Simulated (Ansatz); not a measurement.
# CH4F2Ge: molecular dynamics

Purpose: to follow the molecule's vibrations and see whether its bonds hold. The start is relaxed first. Runs: 40 steps of 2.5 fs under a Langevin thermostat at 1000 K. SMILES of the start: [CH3][GeH]([F])[F].

Method: RKS B3LYP/def2-SVP, in Ansatz 0.2.0.

### 1 The starting structure

Bond lengths: Ge1–C2 1.960 Å, C2–H3 1.110 Å, C2–H4 1.110 Å, C2–H5 1.110 Å, Ge1–H6 1.550 Å, Ge1–F7 1.679 Å, Ge1–F8 1.679 Å. Angles: Ge1–C2–H3 109.5°, Ge1–C2–H4 109.5°, Ge1–C2–H5 109.5°, H3–C2–H4 109.4°, H3–C2–H5 109.4°, H4–C2–H5 109.4°, C2–Ge1–H6 109.5°, C2–Ge1–F7 109.5°, C2–Ge1–F8 109.5°, H6–Ge1–F7 109.5°, H6–Ge1–F8 109.5°, F7–Ge1–F8 109.5°.

Structure file:

```xyz
8

Ge    0.0000    0.0000    0.0000
C     0.0000    0.0000    1.9600
H    -0.9996   -0.3092    2.3305
H     0.7676   -0.7111    2.3305
H     0.2320    1.0203    2.3305
H     1.4616    0.0000   -0.5162
F    -0.7913    1.3709   -0.5594
F    -0.7913   -1.3709   -0.5594
```

### 2 Relaxing the start

input.yaml

```yaml
crystal:
  periodic: [false, false, false]
  atoms:
    - { symbol: Ge, position_ang: [0.0, 0.0, 0.0] }
    - { symbol: C, position_ang: [0.0, 0.0, 1.96] }
    - { symbol: H, position_ang: [-0.9996, -0.3092, 2.3305] }
    - { symbol: H, position_ang: [0.7676, -0.7111, 2.3305] }
    - { symbol: H, position_ang: [0.232, 1.0203, 2.3305] }
    - { symbol: H, position_ang: [1.4616, 0.0, -0.5162] }
    - { symbol: F, position_ang: [-0.7913, 1.3709, -0.5594] }
    - { symbol: F, position_ang: [-0.7913, -1.3709, -0.5594] }
basis:
  gaussian: { orbitals: def2-SVP }
hamiltonian:
  xc: b3lyp
relax:
  f_tol: 0.02
  max_steps: 40
```

Started as:

```bash
ansatz run input.yaml --threads 1 --pin off --max-ram 2048MiB --backend cpu --events-out ev --progress --plain --runs-dir out
```

After this run come: Dynamics.

What does the calculation give? Wanted: relaxation of the start; temperature, first and last step; temperature, second half; potential energy, second half; bonds formed or broken.

**Answer**, as computed:

| quantity | value |
| --- | --- |
| relaxation of the start | 9 moves, 0.201 eV lower |
| length | 40 steps of 2.5 fs |
| temperature, first and last step | 875 and 880 K |
| temperature, second half | mean 692 K, from 390 to 880 K |
| potential energy, second half | +75 meV/atom from the start |
| bonds formed or broken | 0 |

**Reading.** Against a set 1000 K the second half averages 692 K with a spread of 116 K. In 100 fs the run doesn't reach equilibrium. A step of 2.5 fs is long for atoms as light as 1 u, and this run prints no conserved energy by which to check it. No bond forms or breaks. A run of 100 fs with 8 atoms shows the motion but fixes no equilibrium value. The nuclei move classically, without zero-point motion, which matters most for hydrogen.
